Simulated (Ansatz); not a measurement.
# SnO2: energy and pressure over a range of volumes

An exercise on one series of results from a longer session: the logs are not shown, and one member is left open.

Method: DFT LDA, scalar-relativistic, in Ansatz 0.2.0.

## Starting point

The structure is tetragonal, space group P4_2/mnm (No. 136). Conventional cell: a = 4.737 Å, b = 4.737 Å, c = 3.186 Å, α = 90.00°, β = 90.00°, γ = 90.00°. Sn (site symmetry mmm) has 6 O at 2.05 to 2.06 Å as nearest neighbours. Around O (site symmetry m2m) lie 3 Sn at 2.05 to 2.06 Å.

As a file:

```cif
data_structure
_symmetry_space_group_name_H-M 'P4_2/mnm'
_symmetry_Int_Tables_number 136
_cell_length_a 4.7373
_cell_length_b 4.7373
_cell_length_c 3.1864
_cell_angle_alpha 90.000
_cell_angle_beta 90.000
_cell_angle_gamma 90.000
_cell_volume 71.51
loop_
_atom_site_label
_atom_site_type_symbol
_atom_site_symmetry_multiplicity
_atom_site_Wyckoff_symbol
_atom_site_fract_x
_atom_site_fract_y
_atom_site_fract_z
_atom_site_occupancy
Sn1 Sn 2 a 0.00000 0.00000 0.00000 1
O1 O 4 f 0.30562 0.30562 0.00000 1
```

The file gives the conventional cell by its symmetry; the runs use the cell typed in the input.

Atoms are numbered in the order of the input: Sn1, Sn2, O3, O4, O5, O6.

Set-up of the first run:

input.yaml reads:

```yaml
crystal:
  lattice:
    - [4.6733239081, 0.0, 0.0]
    - [0.0, 4.6733239081, 0.0]
    - [0.0, 0.0, 3.1433352615]
  atoms:
    - { symbol: Sn, position: [0.0, 0.0, 0.0] }
    - { symbol: Sn, position: [0.5, 0.5, 0.5] }
    - { symbol: O, position: [0.30562, 0.30562, 0.0] }
    - { symbol: O, position: [0.19438, 0.80562, 0.5] }
    - { symbol: O, position: [0.69438, 0.69438, 0.0] }
    - { symbol: O, position: [0.80562, 0.19438, 0.5] }
kpoints:
  mp_grid: { grid: [4, 4, 6] }
  band_path:
    path:
      - [0.0, 0.0, 0.0]
      - [0.0, 0.5, 0.0]
      - [0.5, 0.5, 0.0]
      - [0.0, 0.0, 0.0]
      - [0.0, 0.0, 0.5]
      - [0.0, 0.5, 0.5]
      - [0.5, 0.5, 0.5]
      - [0.0, 0.0, 0.5]
      - [0.0, 0.5, 0.0]
    npoints: 5
scf:
  occupations: { method: fermi_dirac, width: 0.03 }
hamiltonian:
  xc: lda
  pseudopotentials: { kind: all_electron, lapw: { basis_error: 0.001 } }
output:
  forces: true
  stress: true
  eigenvalues: true
```

Run with:

```sh
ansatz run input.yaml --threads 2 --pin off --max-ram 8192MiB --backend cpu --events-out ev --progress --plain --runs-dir out
```

Steps of the session up to this table: Volume × 0.96, LAPW; Volume × 0.96, PAW; Volume × 0.96, crystal datasets; Volume × 0.99, LAPW; Volume × 0.99, PAW; Volume × 0.99, crystal datasets; Volume × 1.02, LAPW; Volume × 1.02, PAW; Volume × 1.02, crystal datasets; Volume × 1.06, LAPW; Volume × 1.06, PAW; Volume × 1.06, crystal datasets.

One table of the session follows, with a row left open; its other results are not shown here.

| method | volume (Å³/atom) | gap on the k mesh (eV) | largest force (eV/Å) |
| --- | --- | --- | --- |
| LAPW | 11.442 | 1.60 | 0.074 |
| LAPW | 11.799 | 1.23 | 0.037 |
| LAPW | 12.157 | 0.88 | 0.136 |
| LAPW | 12.634 | 0.46 | 0.250 |
| PAW | 11.442 | 1.60 | 0.075 |
| PAW | 11.799 | 1.22 | 0.036 |
| PAW | 12.157 | ? | ? |
| PAW | 12.634 | 0.45 | 0.249 |
| crystal datasets | 11.442 | 1.60 | 0.074 |
| crystal datasets | 11.799 | 1.23 | 0.037 |
| crystal datasets | 12.157 | 0.88 | 0.136 |
| crystal datasets | 12.634 | 0.46 | 0.250 |

Q: Estimate the row for PAW, 12.157 from the others.

**Answer.** gap on the k mesh (eV): 0.88; largest force (eV/Å): 0.134.

Caveats from the session: Shape and positions are held, so a fully relaxed modulus can be lower. These are semilocal Kohn-Sham gaps, which aren't the measured quantity. Warnings in the runs' records: gradients without spin orbit, crystal datasets made.
